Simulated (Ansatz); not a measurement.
# LuAs: how the settings move a relaxation

Question: which choices in the input matter for LuAs?

Computed with Ansatz 0.2.0 (reference: DFT, r2SCAN, PAW with Ansatz's default frozen-core files, scalar-relativistic, unless a step's input says otherwise).

### Step 1. The structure to begin with

It takes space group Fm-3m (No. 225, cubic). The conventional cell has a = 5.824 Å, b = 5.824 Å, c = 5.824 Å, α = 90.00°, β = 90.00°, γ = 90.00°. Lu (site symmetry m-3m) has 6 As at 2.91 Å as nearest neighbours. Around As (site symmetry m-3m) lie 6 Lu at 2.91 Å.

As a file:

```
Lu As
1.0
     0.00000    2.91194    2.91194
     2.91194    0.00000    2.91194
     2.91194    2.91194    0.00000
Lu As
1 1
Direct
  0.50000 0.50000 0.50000
  0.00000 0.00000 0.00000
```

### Step 2. The reference run

input.yaml reads:

```yaml
crystal:
  lattice:
    - [0.0, 2.9119427457, 2.9119427457]
    - [2.9119427457, 0.0, 2.9119427457]
    - [2.9119427457, 2.9119427457, 0.0]
  atoms:
    - { symbol: Lu, position: [0.5, 0.5, 0.5] }
    - { symbol: As, position: [0.0, 0.0, 0.0] }
kpoints:
  mp_grid: { grid: [10, 10, 10] }
scf:
  occupations: { method: fermi_dirac, width: 0.05 }
hamiltonian:
  xc: r2scan
  pseudopotentials: { kind: paw }
output:
  forces: true
  stress: true
  efg: { contact_densities: true }
relax:
  f_tol: 0.005
  max_steps: 80
  cell: {}
```

On the command line:

```bash
ansatz run input.yaml --threads 1 --pin off --max-ram 2048MiB --backend cpu --events-out ev --progress --plain --runs-dir out
```

### Step 3. Changed: mp_grid.grid [12, 12, 12], ecutwfc 600 eV

input.yaml, as its differences from that of step 2:

```diff
@@ -9,3 +9,3 @@
 kpoints:
-  mp_grid: { grid: [10, 10, 10] }
+  mp_grid: { grid: [12, 12, 12] }
 scf:
@@ -23 +23,3 @@
   cell: {}
+basis:
+  ecutwfc: "600 eV"
```

What does the calculation give? Wanted: for each run, ending; energy change; pressure; gap; force.

The runs gave:

```
                                         run     ending  energy change  pressure (GPa)  gap (eV)  force (eV/Å)  cycles  time
                                   reference  converged              0             0.0      0.00          0.00      39  59 s
1: mp_grid.grid [12, 12, 12], ecutwfc 600 eV  converged  -0.6 meV/atom             0.0      0.00          0.00      39  97 s
```

What this shows: Changing the k-point mesh and cutoff moves the energy by -0.6 meV/atom. More than one kind of setting changed, and this run alone doesn't tell their shares apart. Cost: 97 s against 59 s.
